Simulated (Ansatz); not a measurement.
The system is ScTaN.

```
Ta Sc N
1.0
     3.08507    0.00000    0.00000
    -1.54253    2.67175    0.00000
     0.00000    0.00000   10.34014
Ta Sc N
2 2 2
Cartesian
  0.0000 1.7812 2.5399
  1.5425 0.8906 7.8003
  0.0000 0.0000 0.0000
  0.0000 0.0000 5.1701
  0.0000 1.7812 6.5126
  1.5425 0.8906 3.8275
```

The cell comes from a database or a generator and needn't be the stable form of this composition.

Base run:

- Program: Ansatz 0.2.0
- Functional: r2SCAN
- Potentials or basis: Ansatz PAW
- Cutoff: 500 eV (not typed: the program's choice for these potentials)
- k mesh: 10 × 10 × 3
- Occupations: fermi-dirac, width 0.05 eV
- Spin: no spin polarisation
- Hubbard terms: Sc d U = 2 eV, Ta d U = 2 eV

Its results: band gap on the k mesh none (metal or under the smearing width); pressure 0.6 GPa; largest force 0.268 eV/Å.

Task: The run is repeated on the same cell with these changes: hubbard terms from Sc d U = 2 eV, Ta d U = 2 eV to Sc d U = 4 eV, Ta d U = 4 eV. What comes out?

Result: Band gap on the k mesh none (metal or under the smearing width); pressure 4.8 GPa; largest force 0.403 eV/Å.

Caveats: spin-orbit coupling is left out, which moves the levels of the heavy elements; U without spin polarisation on a metal has little footing; the PAW data sets come from PBE, with cores solved anew for the run's functional, which leaves a small shift of forces and pressure.
